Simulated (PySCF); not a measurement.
# C3H4BrF3Si: the cost of one run

Computed with PySCF 2.14.0 and routines of our own; the level stands in each step. Atoms count from 0.

## Step 1: The starting structure

12 atoms, charge 0, multiplicity 1; geometry from: GFN2-xTB.

## Step 2: Circular dichroism and optical rotation: TDDFT wB97X-D/def2-SVPD

What the job is given:

```
{"job": {"kind": "ecd", "xc": "wB97X-D", "basis": "def2-SVPD", "nstates": 8}, "charge": 0, "multiplicity": 1}
F      2.476444    -0.134194     0.202599
C      1.261890    -0.603713     0.544839
F      1.053671    -1.685965    -0.237342
F      1.383872    -1.074508     1.799795
C      0.172664     0.394872     0.415533
C     -0.208879     0.740695    -1.047557
Si    -1.516779    -0.239549    -0.132923
Br    -3.191291     0.942762     0.677369
H      0.322520     1.225398     1.095513
H     -0.346558     1.795407    -1.245843
H      0.406447     0.274173    -1.804460
H     -1.812803    -1.636064    -0.293550
```

Level: TDDFT wB97X-D/def2-SVPD circular dichroism and optical rotation, one conformer, gas phase.

The run is started by

```bash
OMP_NUM_THREADS=1 python excited_run.py task.json out
```

One launch serves the whole session: the jobs run in the order shown.

Q: Estimate the wall time and peak memory of this job on 1 thread of Arm Neoverse N1, shared host.

About 2.9 min, with a peak of 1.1 GiB.
